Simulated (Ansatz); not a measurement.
# CH6O3Si: basis-set convergence

One table from this session's results is given with a row withheld; the runs are named, their logs left out.

Method: one geometry, several basis sets; program: Ansatz 0.2.0, Gaussian basis.

Levels to be run: PBE0-D4/def2-SVP; ωB97M-V/def2-SVP; PBE0-D4/def2-QZVPP; ωB97M-V/def2-QZVPP; the functionals' def2-TZVPP values are taken from earlier runs.

## The geometry

The geometry comes from an earlier relaxation with PBE0-D4 in a triple-zeta def2 set; it is a stationary point, not always the lowest conformer.

SMILES `C[Si](O)(O)O`, 11 atoms, charge 0, spin multiplicity 1.

Atoms are counted from 1 here; the program's logs count them from 0.

Bond lengths: C1–Si2 1.847 Å, C1–H6 1.092 Å, C1–H7 1.093 Å, C1–H8 1.092 Å, Si2–O3 1.639 Å, Si2–O4 1.647 Å, Si2–O5 1.637 Å, O3–H9 0.958 Å, O4–H10 0.958 Å, O5–H11 0.959 Å. Angles: Si2–C1–H6 110.9°, Si2–C1–H7 111.2°, Si2–C1–H8 110.3°, H6–C1–H7 108.3°, H6–C1–H8 108.3°, H7–C1–H8 107.7°, C1–Si2–O3 113.1°, C1–Si2–O4 112.4°, C1–Si2–O5 105.6°, O3–Si2–O4 103.8°, O3–Si2–O5 109.3°, O4–Si2–O5 112.7°, Si2–O3–H9 116.0°, Si2–O4–H10 117.9°, Si2–O5–H11 116.8°.

The first run:

Contents of in.yaml:

```yaml
crystal:
  periodic: [false, false, false]
  atoms:
    - {symbol: C, position_ang: [-0.936108, 1.117019, 0.221022]}
    - {symbol: Si, position_ang: [0.168263, -0.341947, -0.030324]}
    - {symbol: O, position_ang: [0.248439, -1.319772, 1.282060]}
    - {symbol: O, position_ang: [1.735220, 0.093403, -0.293331]}
    - {symbol: O, position_ang: [-0.476937, -1.172817, -1.285033]}
    - {symbol: H, position_ang: [-0.560209, 1.755619, 1.023153]}
    - {symbol: H, position_ang: [-1.011250, 1.717516, -0.688951]}
    - {symbol: H, position_ang: [-1.943243, 0.789082, 0.487281]}
    - {symbol: H, position_ang: [1.067711, -1.290439, 1.777915]}
    - {symbol: H, position_ang: [1.922931, 0.657390, -1.044035]}
    - {symbol: H, position_ang: [-0.149517, -2.062154, -1.429158]}
basis:
  gaussian: {orbitals: def2-SVP}
hamiltonian: {xc: pbe0, dispersion: d4}
output: {orbitals: {seedname: orbitals}}
```

Steps of the session up to this table: PBE0-D4 in def2-SVP; ωB97M-V in def2-SVP; PBE0-D4 in def2-QZVPP; ωB97M-V in def2-QZVPP.

One of the session's tables, all rows but one given; the rest of the session is left out.

It belongs to the step «Functionals by basis». 

| functional | basis | HOMO (eV) | LUMO (eV) |
| --- | --- | --- | --- |
| PBE0-D4 | def2-SVP | ? | ? |
| PBE0-D4 | def2-TZVPP | -8.71 | 0.61 |
| PBE0-D4 | def2-QZVPP | -8.76 | 0.15 |
| ωB97M-V | def2-SVP | -10.81 | 2.89 |
| ωB97M-V | def2-TZVPP | -11.07 | 2.01 |
| ωB97M-V | def2-QZVPP | -11.11 | 1.31 |

Q: Estimate the row for PBE0-D4, def2-SVP from the others.

The run gave: HOMO (eV): -8.45; LUMO (eV): 1.29. In the column «HOMO (eV)» it is the highest.
